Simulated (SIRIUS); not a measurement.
# WS (Pm-3m) in SIRIUS: reference runs, part 2 of 2

SIRIUS 7.10.0.

**5. Single point, PBE, 13.33 Å³/atom (volume scaled by 0.98)**

Contents of sirius.json:

```json
{
  "control": {
    "processing_unit": "cpu",
    "verbosity": 2,
    "num_bands_to_print": 17,
    "print_forces": true,
    "print_stress": true
  },
  "parameters": {
    "electronic_structure_method": "pseudopotential",
    "xc_functionals": ["XC_GGA_X_PBE", "XC_GGA_C_PBE"],
    "gk_cutoff": 8.7,
    "pw_cutoff": 17.4,
    "ngridk": [9, 9, 9],
    "shiftk": [0, 0, 0],
    "smearing": "fermi_dirac",
    "smearing_width": 0.0018374661,
    "num_bands": 17,
    "num_mag_dims": 0,
    "num_dft_iter": 100,
    "energy_tol": 1e-08,
    "density_tol": 1e-06
  },
  "iterative_solver": {
    "type": "davidson",
    "min_tolerance": 1e-09,
    "tolerance_scale": [0.1, 0.25]
  },
  "mixer": {
    "type": "anderson",
    "beta": 0.7,
    "max_history": 8
  },
  "settings": {
    "tol_ne": 1e-10,
    "pseudo_grid_cutoff": 6.5
  },
  "unit_cell": {
    "lattice_vectors": [
      [1.0, 0.0, 0.0],
      [0.0, 1.0, 0.0],
      [0.0, 0.0, 1.0]
    ],
    "lattice_vectors_scale": 5.6459389198,
    "atom_coordinate_units": "lattice",
    "atom_types": ["W", "S"],
    "atom_files": {
      "W": "W.json",
      "S": "S.json"
    },
    "atoms": {
      "W": [
        [0.5, 0.5, 0.5]
      ],
      "S": [
        [0.0, 0.0, 0.0]
      ]
    }
  }
}
```

Launch:

```bash
upf_to_json W.upf
upf_to_json S.upf
OMP_NUM_THREADS=1 sirius.scf --input=sirius.json --output=out.json --task=0
```

Wall time 27 s (1 thread of Arm Neoverse V1, shared host); peak memory 0.33 GiB.

It converged, with:

| Quantity | Value |
| --- | --- |
| Free energy | -2363.9321 eV |
| Pressure | 5.7 GPa |
| Band gap on the k mesh | none (metal or under the smearing width) |

**6. Single point, PBE, 13.88 Å³/atom (volume scaled by 1.02)**

sirius.json: that of step 5 with these lines changed.

```diff
@@ -43,3 +43,3 @@
     ],
-    "lattice_vectors_scale": 5.6459389198,
+    "lattice_vectors_scale": 5.7217323791,
     "atom_coordinate_units": "lattice",
```

Potentials or basis: PseudoDojo 0.4.1 PBE standard (scalar relativistic).

Launch:

```bash
upf_to_json W.upf
upf_to_json S.upf
OMP_NUM_THREADS=1 sirius.scf --input=sirius.json --output=out.json --task=0
```

Run time: 28 s. Hardware: 1 thread of Arm Neoverse V1, shared host; peak memory 0.33 GiB.

The run converged. Its results:

| Item | Value |
| --- | --- |
| Free energy | -2363.9364 eV |
| Pressure | -4.1 GPa |
| Band gap on the k mesh | none (metal or under the smearing width) |

**7. Single point, PBE, 14.15 Å³/atom (volume scaled by 1.04)**

sirius.json: that of step 6 with these lines changed.

```diff
@@ -43,3 +43,3 @@
     ],
-    "lattice_vectors_scale": 5.7217323791,
+    "lattice_vectors_scale": 5.7588875265,
     "atom_coordinate_units": "lattice",
```

Launch:

```bash
upf_to_json W.upf
upf_to_json S.upf
OMP_NUM_THREADS=1 sirius.scf --input=sirius.json --output=out.json --task=0
```

Run time: 28 s. Hardware: 1 thread of Arm Neoverse V1, shared host; peak memory 0.37 GiB.

Results (log left out):

```yaml
Free_energy: -2363.9153 eV
Pressure: -8.3 GPa
Band_gap_on_the_k_mesh: none (metal or under the smearing width)
```

**8. Single point, PBE, 14.42 Å³/atom (volume scaled by 1.06)**

sirius.json: that of step 7 with these lines changed.

```diff
@@ -43,3 +43,3 @@
     ],
-    "lattice_vectors_scale": 5.7588875265,
+    "lattice_vectors_scale": 5.7955693276,
     "atom_coordinate_units": "lattice",
```

Launch:

```bash
upf_to_json W.upf
upf_to_json S.upf
OMP_NUM_THREADS=1 sirius.scf --input=sirius.json --output=out.json --task=0
```

Wall time 28 s (1 thread of Arm Neoverse V1, shared host); peak memory 0.37 GiB.

Results (log left out):

* Free energy: -2363.8809 eV
* Pressure: -12.0 GPa
* Band gap on the k mesh: none (metal or under the smearing width)

**9. Equation of state, PBE**

Potentials or basis: PseudoDojo 0.4.1 PBE standard (scalar relativistic).

This step only gathers the single runs of the series.

Results:

| Item | Value |
| --- | --- |
| Equilibrium volume | 13.64 Å³/atom |
| Bulk modulus | 242 GPa |
| Pressure derivative of the bulk modulus | 4.7 |

Energy against volume, from the lowest point:
| volume (Å³/atom) | energy (meV/atom) |
| --- | --- |
| 12.790 | 44.75 |
| 13.063 | 19.77 |
| 13.335 | 5.22 |
| 13.607 | 0.00 |
| 13.879 | 3.10 |
| 14.151 | 13.64 |
| 14.423 | 30.81 |

The run has no spin-orbit coupling, so splittings on W are missing.

**10. Single point, PBE (atoms moved at random, drawn with an rms of 0.05 Å)**

sirius.json: that of step 8 with these lines changed.

```diff
@@ -43,3 +43,3 @@
     ],
-    "lattice_vectors_scale": 5.7955693276,
+    "lattice_vectors_scale": 5.684088313,
     "atom_coordinate_units": "lattice",
@@ -52,6 +52,6 @@
       "W": [
-        [0.5, 0.5, 0.5]
+        [0.492622, 0.502063, 0.495699]
       ],
       "S": [
-        [0.0, 0.0, 0.0]
+        [-0.009366, -0.010022, 0.008871]
       ]
```

Potentials or basis: PseudoDojo 0.4.1 PBE standard (scalar relativistic).

Launch:

```bash
upf_to_json W.upf
upf_to_json S.upf
OMP_NUM_THREADS=1 sirius.scf --input=sirius.json --output=out.json --task=0
```

Output:

```text
[info] SIRIUS version : 7.10.0
[info] number of MPI ranks           : 1
[info] MPI grid                      : 1 1
[info] maximum number of OMP threads : 1
[fft] FFT context for density and potential
[fft] =====================================
[fft]   comm size                             : 1
[fft]   plane wave cutoff                     : 17.4
[fft]   grid size                             : 36 36 36   total : 46656
[fft]   grid limits                           : -17 18   -17 18   -17 18
[fft]   number of G-vectors within the cutoff : 8140
[fft]   local number of G-vectors             : 8140
[fft]   number of G-shells                    : 469
[fft] FFT context for coarse grid
[fft] =====================================
[fft]   comm size                             : 1
[fft]   plane wave cutoff                     : 17.4
[fft]   grid size                             : 36 36 36   total : 46656
[fft]   grid limits                           : -17 18   -17 18   -17 18
[... 409 lines left out ...]
[ground_state]    -0.066401-28287.181379    0.486833
[ground_state]     0.073091    0.486833-28287.063335
[ground_state] === stress_us_nl ===
[ground_state] -28287.821410   -0.066401    0.073091
[ground_state]    -0.066401-28287.181379    0.486833
[ground_state]     0.073091    0.486833-28287.063335
[ground_state] === stress_total ===
[ground_state]    -7.111941   -0.430367    0.466121
[ground_state]    -0.430367   -7.636694    2.744887
[ground_state]     0.466121    2.744887   -7.695308
[ground_state] ==== total Forces in Ha/bohr =====
[ground_state] atom:    0, force:      -0.0004208     -0.0026218      0.0028710
[ground_state] atom:    1, force:       0.0004206      0.0026221     -0.0028708
[ground_state] ==== ultrasoft contribution from Qij =====
[ground_state] atom:    0, force:       0.0000000      0.0000000      0.0000000
[ground_state] atom:    1, force:       0.0000000      0.0000000      0.0000000
[ground_state] ==== non-local contribution from Beta-projector =====
[ground_state] atom:    0, force:      -0.0000146     -0.0001315      0.0001514
[ground_state] atom:    1, force:       0.0001884      0.0011840     -0.0012980
[ground_state] ==== contribution from local potential =====
[ground_state] atom:    0, force:       0.0213642      0.1295688     -0.1411588
[ground_state] atom:    1, force:      -0.0214430     -0.1300463      0.1416795
[ground_state] ==== contribution from core density =====
[ground_state] atom:    0, force:      -0.0000590     -0.0003542      0.0003852
[ground_state] atom:    1, force:      -0.0000362     -0.0002208      0.0002408
[ground_state] ==== Ewald forces from ions =====
[ground_state] atom:    0, force:      -0.0217114     -0.1317049      0.1434929
[ground_state] atom:    1, force:       0.0217114      0.1317049     -0.1434929
[~DFT_ground_state] local op. applied: 166223
[~DFT_ground_state] evp. work count: 40200.3
[~DFT_ground_state] number of iterative solver steps: 13576
```

It took 4.3 min on 1 thread of Arm Neoverse V1, shared host; peak memory 1.8 GiB.

What came out:

* Free energy: -2363.9372 eV
* Pressure: 0.7 GPa
* Largest force: 0.201 eV/Å
* Band gap on the k mesh: none (metal or under the smearing width)

Forces in eV/Å, atoms in the order of the input:
```
W   -0.022 -0.135  0.148
S    0.022  0.135 -0.148
```

Spin-orbit coupling is left out, which matters for the levels of W.

**11. Overview**

```tsv
task	cell	energy tol	density tol	mixer	mixing beta	max scf	gap on the mesh (eV)	pressure (GPa)
single point	as given	1e-08 Ha	1e-06	anderson	0.7	100	none	0.5
equation of state	as given	-	-	-	-	-	-	-
single point	atoms moved at random, drawn with an rms of 0.05 Å	1e-08 Ha	1e-06	anderson	0.7	100	none	0.7
```

Alike in all rows: level PBE; potentials or basis PseudoDojo 0.4.1 PBE standard (scalar relativistic); no spin polarisation; k mesh 9 × 9 × 9; cutoff (eV) 1030; smearing fermi-dirac 0.05 eV.

Total energies depend on the potentials used, so only differences within one code and one set of settings carry meaning.
